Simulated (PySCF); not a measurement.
# F4Fe (FeF4): the cost of one run

Programs: PySCF 2.14.0, with routines of our own; each step states its level. All values are computed. Atoms count from 0.

## Step 1: The system as given

5 atoms, charge 0, states of the metal's open shell are computed; geometry from: model geometry, bond lengths from ionic radii.

## Step 2: Ligand-field states: state-averaged CASSCF

The job: settings as JSON, then the geometry in Å.

```
{"job": {"kind": "lf", "basis": {"metal": "x2c-TZVPall", "ligand": "x2c-SVPall"}, "nevpt": true}, "charge": 0, "metal": "Fe", "open_shell": "d4"}
Fe     0.000000     0.000000     0.000000
F      1.019023     1.019023     1.019023
F     -1.019023    -1.019023     1.019023
F     -1.019023     1.019023    -1.019023
F      1.019023    -1.019023    -1.019023
```

With the program's defaults for keys left out, this is: state-averaged CASSCF of the metal d shell, SC-NEVPT2 on the averaged canonical orbitals, state-interaction spin-orbit coupling.

Run with:

```bash
$ OMP_NUM_THREADS=1 python lf_run.py task.json out
```

This one command runs all jobs of the session in turn.

Q: Estimate the wall time and peak memory of this first job on 1 thread of Arm Neoverse V1, shared host.

About 8.9 s, with a peak of 0.24 GiB.
